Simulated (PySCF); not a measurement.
**BrH₅OSi₂: electronic excitations and core binding energies**

What electronic excitations and core binding energies should BrH₅OSi₂ (`[SiH3]O[SiH2]Br`) show?

The runs use PySCF 2.14.0, with density-fitted response routines of our own; the level of theory stands in each step. All values are computed, except where a source is named. Atoms count from 0, in the outputs and in this text.

### 1 The starting structure

9 atoms, charge 0, multiplicity 1; geometry from: GFN2-xTB.

Bonds of the start (Å): Si0–O1 1.63, O1–Si2 1.60, Si2–Br3 2.20, Si0–H4 1.46, Si0–H5 1.46, Si0–H6 1.46, Si2–H7 1.45, Si2–H8 1.45.

### 2 TDDFT and polarisability: CAM-B3LYP/def2-SVPD

What the job is given:

```
{"job": {"kind": "uv", "xc": "CAM-B3LYP", "basis": "def2-SVPD", "nstates": 8, "ntriplets": 3}, "charge": 0, "multiplicity": 1}
Si    -1.610043    -0.128543    -0.182531
O     -0.099403     0.257890     0.297749
Si     1.502640     0.280254     0.337154
Br     2.227329    -1.148787    -1.172451
H     -2.156609     1.128213    -0.682977
H     -2.243359    -0.610075     1.039943
H     -1.493233    -1.150437    -1.217131
H      1.955183     1.594660    -0.074347
H      1.931056    -0.217182     1.629412
```

Method: TDDFT CAM-B3LYP/def2-SVPD, vertical, gas phase, core orbitals frozen in the response.

Command:

```sh
$ OMP_NUM_THREADS=1 python probes_run.py task.json out
```

One launch serves the whole session: the jobs run in the order shown.

Log:

```text
coarse grid: 37696 points
cycle   1  E = -3230.9430032245  dE = -7.586e-01  |g| = 7.406e-01  |ddm| = 3.600e+00
cycle   2  E = -3230.8557467823  dE =  8.726e-02  |g| = 1.023e+00  |ddm| = 1.624e+00
cycle   3  E = -3231.0484204683  dE = -1.927e-01  |g| = 6.549e-02  |ddm| = 8.199e-01
cycle   4  E = -3231.0494411269  dE = -1.021e-03  |g| = 2.431e-02  |ddm| = 1.434e-01
cycle   5  E = -3231.0496192426  dE = -1.781e-04  |g| = 6.987e-03  |ddm| = 5.580e-02
cycle   6  E = -3231.0496256364  dE = -6.394e-06  |g| = 6.903e-04  |ddm| = 9.945e-03
final grid: 75000 points
cycle   7  E = -3231.0495809212  dE = -1.628e-07  |g| = 4.609e-04  |ddm| = 2.716e-03
cycle   8  E = -3231.0495809385  dE = -1.732e-08  |g| = 3.810e-04  |ddm| = 9.546e-04
cycle   9  E = -3231.0495809533  dE = -1.475e-08  |g| = 4.093e-05  |ddm| = 3.996e-04
cycle  10  E = -3231.0495809537  dE = -4.234e-10  |g| = 2.614e-05  |ddm| = 7.197e-05
converged SCF energy = -3231.0495809537

Static polarisability (au): isotropic 73.908, principal 65.851 72.743 83.129

Singlet excitations
state   eV       nm        f      main configurations
  1   7.2044    172.1   0.02580   H->L+1 0.61, H->L 0.25
  2   7.3673    168.3   0.00202   H->L 0.42, H->L+1 0.24, H-2->L 0.15
  3   7.5031    165.2   0.03335   H-1->L+1 0.72, H-1->L 0.13
  4   7.6717    161.6   0.01052   H-3->L 0.42, H-1->L 0.36, H-1->L+1 0.10
  5   7.7028    161.0   0.00886   H-2->L 0.69, H->L 0.10
  6   7.9441    156.1   0.05385   H-3->L 0.38, H-1->L 0.29
  7   7.9741    155.5   0.00071   H->L+2 0.41, H->L+3 0.34
  8   8.3090    149.2   0.00895   H-2->L+1 0.60

Triplet excitations (Tamm-Dancoff, eV): 6.8095 7.0679 7.0705
```

It took 37 s on 1 thread of Arm Neoverse N1, shared host; peak memory 0.63 GiB.

The orbitals next to the gap, with their largest atomic shares:

| orbital | eV | atoms |
| --- | --- | --- |
| HOMO−3 | -10.53 | O1 28 %, Br3 22 %, Si0 17 % |
| HOMO−2 | -10.42 | O1 35 %, Si0 17 %, H4 12 % |
| HOMO−1 | -9.89 | Br3 84 %, O1 8 %, Si2 6 % |
| HOMO | -9.65 | Br3 71 %, Si2 13 %, H7 6 % |
| LUMO | 0.68 | Si0 27 %, Si2 22 %, O1 11 % |
| LUMO+1 | 0.99 | Br3 49 %, Si2 21 %, O1 7 % |
| LUMO+2 | 1.20 | Si0 38 %, Si2 16 %, Br3 9 % |

With each of the 8 states as a Gaussian band of 0.4 eV half-width at 1/e, the curve within the window shown has maxima at 160 nm (ε 3,700) L/(mol cm). Beyond the last state computed it falls off for lack of states. The curve at chosen wavelengths:

```tsv
nm	ε (L/mol/cm)
144	351
146	653
147	856
149	1362
151	1967
153	2585
154	2866
156	3319
158	3588
159	3653
161	3664
163	3551
165	3346
166	3216
168	2909
170	2552
172	2160
173	1958
175	1558
177	1186
178	1016
180	720
182	486
184	312
185	246
187	147
```

Leading natural transition orbitals of singlet state 6: the hole lies on Br3 68 %; H6 13 %; the particle on Br3 15 %; H7, H8 about 14 % each; O1 12 %.

Leading natural transition orbitals of singlet state 1: the hole lies on Br3 72 %; H7, H8 about 10 % each; the particle on Br3 31 %; Si2 24 %; H7, H8 about 17 % each.

Further results of this job:

```
           property  computed
  dipole moment (D)      1.46
polarisability (Å³)     10.95
 HOMO–LUMO gap (eV)     10.33
      −ε(HOMO) (eV)      9.65
```

Orbitals, density, ELF and potential are computed afterwards from the orbital file.

Frontier orbitals at CAM-B3LYP/def2-SVPD, with the share of their density that lies nearest to each atom:

```
orbital  energy (eV)                                                      lies on
   HOMO        -9.65                              Br3 75 %; H7, H8 about 9 % each
   LUMO         0.68  H4, H5, H6 about 14 % each; O1 13 %; H7, H8 about 12 % each
```

ELF in a plane through or near 5 of the atoms.

Ten even steps from '0' (0.00) to '9' (1.00):
```
0000000000000000000000000000
0000000000000000000000000000
0000000000000000000000000000
0000000000000000000000000000
0000000000000000000000000000
0000000000000110000000000000
0000000111002453000010000000
0000012331126786211221100000
0000012115318648510133210000
0000001045718437248403100000
0000012213117787158501000000
0001345786532333211242000000
0035787325761001899998300000
0046884662585101999999610000
0035885572686300999999510000
0024787436886300489995100000
0002456777764100013310000000
0000112233221000000000000000
0000000000000000000000000000
0000000000000000000000000000
```
The map spans 9.5 Å across and 9.0 Å up, centred on the molecule. Atoms in the plane (x, y in Å): Si0 (1.6, 0.0), O1 (0.1, 0.4), Si2 (-1.5, 0.3), Br3 (-2.0, -1.9), H6 (1.7, -1.5).

On the surface of density 0.002 e/bohr³ the electrostatic potential runs, from the 1st to the 99th percentile, from -0.48 V near Br3 to 1.65 V near Si0.

### 3 X-ray photoelectron lines: SCAN, X2C

Settings changed since step 2:

```diff
@@ -1,2 +1,2 @@
-{"job": {"kind": "uv", "xc": "CAM-B3LYP", "basis": "def2-SVPD", "nstates": 8, "ntriplets": 3}, "charge": 0, "multiplicity": 1}
+{"job": {"kind": "xps"}, "charge": 0, "multiplicity": 1}
 Si    -1.610043    -0.128543    -0.182531
```

Method: delta-SCF UKS SCAN, pcX-2 on the ionised atom, pcseg-1 elsewhere, spin-free X2C.

Log:

```text
ground state, core basis on atom 0 (Si), 144 functions
  cycle   1  E = -3257.05444736  |g| = 7.48e-01
  cycle   2  E = -3256.72287786  |g| = 1.50e+00
  cycle   3  E = -3257.15729213  |g| = 1.22e-01
  cycle   4  E = -3257.16038989  |g| = 5.42e-02
  cycle   5  E = -3257.16135474  |g| = 1.01e-02
  cycle   6  E = -3257.16138444  |g| = 2.60e-03
  cycle   7  E = -3257.16139107  |g| = 4.72e-04
  E(ground) = -3257.33165368 Eh
hole in Si 1s of atom 0
  cycle   1  E = -3188.21309075  |g| = 4.35e+00
  cycle   2  E = -3186.87775553  |g| = 2.39e+00
  cycle   3  E = -3185.40381516  |g| = 1.88e+00
  cycle   4  E = -3189.14908141  |g| = 4.47e-01
  cycle   5  E = -3189.20716165  |g| = 3.44e-01
  cycle   6  E = -3189.25129187  |g| = 1.02e-01
  cycle   7  E = -3189.25595348  |g| = 3.06e-02
  cycle   8  E = -3189.25648900  |g| = 9.59e-03
  cycle   9  E = -3189.25654733  |g| = 2.13e-03
  cycle  10  E = -3189.25654828  |g| = 4.10e-04
  E(ion) = -3189.43487120 Eh   <S^2> = 0.7521   hole on atom = 1.000   binding energy = 1847.566 eV
hole in Si 2p of atom 0
  cycle   1  E = -3252.87136482  |g| = 1.23e+00
  cycle   2  E = -3251.34789058  |g| = 1.48e+00
  cycle   3  E = -3252.92977866  |g| = 5.92e-01
  cycle   4  E = -3253.15891069  |g| = 1.88e-01
  cycle   5  E = -3253.16884708  |g| = 1.86e-01
  cycle   6  E = -3253.18278289  |g| = 1.48e-02
  cycle   7  E = -3253.18288060  |g| = 4.96e-03
  cycle   8  E = -3253.18288530  |g| = 7.87e-04
  cycle   9  E = -3253.18288809  |g| = 2.27e-04
  E(ion) = -3253.36383983 Eh   <S^2> = 0.7513   hole on atom = 1.003   binding energy = 107.970 eV
  2p3/2 = 107.703 eV   2p1/2 = 108.330 eV
ground state, core basis on atom 1 (O), 133 functions
  cycle   1  E = -3257.09698963  |g| = 1.14e-01
  cycle   2  E = -3257.09451136  |g| = 1.38e-01
  cycle   3  E = -3257.09754052  |g| = 4.79e-02
  cycle   4  E = -3257.09792161  |g| = 3.61e-03
  cycle   5  E = -3257.09792497  |g| = 5.52e-04
  cycle   6  E = -3257.09792606  |g| = 1.69e-04
  E(ground) = -3257.30713999 Eh
hole in O 1s of atom 1
  cycle   1  E = -3236.49398495  |g| = 2.23e+00
  cycle   2  E = -3236.00691098  |g| = 2.20e+00
  cycle   3  E = -3237.25489411  |g| = 4.12e-01
  cycle   4  E = -3237.29456005  |g| = 1.96e-01
  cycle   5  E = -3237.32001695  |g| = 5.04e-02
  cycle   6  E = -3237.32160207  |g| = 6.99e-03
  cycle   7  E = -3237.32162608  |g| = 2.32e-03
  cycle   8  E = -3237.32163145  |g| = 6.52e-04
  cycle   9  E = -3237.32162901  |g| = 1.48e-04
  E(ion) = -3237.53092013 Eh   <S^2> = 0.7616   hole on atom = 1.000   binding energy = 538.138 eV
ground state, core basis on atom 2 (Si), 144 functions
  cycle   1  E = -3257.16120767  |g| = 3.09e-01
  cycle   2  E = -3257.15619893  |g| = 2.05e-01
  cycle   3  E = -3257.15799874  |g| = 1.74e-01
  cycle   4  E = -3257.16358504  |g| = 1.72e-02
  cycle   5  E = -3257.16363749  |g| = 3.49e-03
  cycle   6  E = -3257.16363778  |g| = 4.46e-04
  E(ground) = -3257.33523316 Eh
hole in Si 1s of atom 2
  cycle   1  E = -3188.18879571  |g| = 4.35e+00
  cycle   2  E = -3187.85889972  |g| = 2.33e+00
  cycle   3  E = -3188.54817364  |g| = 9.95e-01
  cycle   4  E = -3189.17334304  |g| = 3.28e-01
  cycle   5  E = -3189.23842922  |g| = 6.19e-02
  cycle   6  E = -3189.24016269  |g| = 2.84e-02
  cycle   7  E = -3189.24051653  |g| = 1.89e-02
  cycle   8  E = -3189.24065804  |g| = 3.05e-03
  cycle   9  E = -3189.24066477  |g| = 6.71e-04
  cycle  10  E = -3189.24066507  |g| = 2.02e-04
  E(ion) = -3189.41781842 Eh   <S^2> = 0.7521   hole on atom = 1.000   binding energy = 1848.127 eV
hole in Si 2p of atom 2
  cycle   1  E = -3252.85400436  |g| = 1.24e+00
  cycle   2  E = -3252.45465588  |g| = 1.31e+00
  cycle   3  E = -3253.05658713  |g| = 4.11e-01
  cycle   4  E = -3253.17048228  |g| = 9.29e-02
  cycle   5  E = -3253.17562220  |g| = 1.92e-02
  cycle   6  E = -3253.17581042  |g| = 6.19e-03
  cycle   7  E = -3253.17582663  |g| = 5.30e-03
  cycle   8  E = -3253.17583791  |g| = 7.90e-04
  cycle   9  E = -3253.17583826  |g| = 1.64e-04
  E(ion) = -3253.35674013 Eh   <S^2> = 0.7519   hole on atom = 1.003   binding energy = 108.260 eV
  2p3/2 = 108.107 eV   2p1/2 = 108.737 eV
```

Run time: 44 s. Hardware: 1 thread of Arm Neoverse N1, shared host; peak memory 0.51 GiB.

Binding energies by hole, beside the orbital energy of the ground state; the difference holds orbital relaxation and, for a density functional, its self-interaction error:

| hole | stands for | environment | ΔSCF (eV; 2p as the shell's mean) | −ε (eV) | ⟨S²⟩ |
| --- | --- | --- | --- | --- | --- |
| Si1s on Si0 | Si0 | silicon bonded to O, 3 H | 1847.57 | 1794.0 | 0.752 |
| Si2p on Si0 | Si0 | silicon bonded to O, 3 H | 107.91 | 96.8 | 0.751 |
| O1s on O1 | O1 | oxygen bonded to 2 Si | 538.14 | 516.6 | 0.762 |
| Si1s on Si2 | Si2 | silicon bonded to Br, O, 2 H | 1848.13 | 1794.7 | 0.752 |
| Si2p on Si2 | Si2 | silicon bonded to Br, O, 2 H | 108.32 | 97.4 | 0.752 |

With the spin-orbit splitting: Si0 2p3/2 107.70, 2p1/2 108.33 eV; Si2 2p3/2 108.11, 2p1/2 108.74 eV. The table gives each 2p level as the mean over the whole 2p shell (two parts 2p3/2, one part 2p1/2), which differs a little from the single hole in the log.

### 4 Outcome

```
                                quantity                        value
    lowest singlet (CAM-B3LYP/def2-SVPD)  7.20 eV (172 nm), f = 0.026
brightest single state of those computed  state 6, 7.94 eV, f = 0.054
                          lowest triplet                      6.81 eV
   surface potential, 1st and 99th percentile           -0.48 V and 1.65 V
       Si1s binding energies, SCAN/pcX-2  Si2 1848.13, Si0 1847.57 eV
       Si2p binding energies, SCAN/pcX-2    Si2 108.32, Si0 107.91 eV
        O1s binding energies, SCAN/pcX-2                 O1 538.14 eV
```

The lowest singlet, at 7.20 eV, is HOMO→LUMO+1 0.61, HOMO→LUMO 0.25 and is weak; of the 8 states computed, the strongest absorption comes from state 6 at 7.94 eV. The lowest triplet lies 0.39 eV below the lowest singlet (triplets in Tamm-Dancoff, singlets in full TDDFT). The Si1s levels kept as sound span 0.56 eV, from Si0 (silicon bonded to O, 3 H) up to Si2 (silicon bonded to Br, O, 2 H). Si2 (silicon bonded to Br, O, 2 H) binds its Si2p electron 0.41 eV more tightly than Si0 (silicon bonded to O, 3 H).
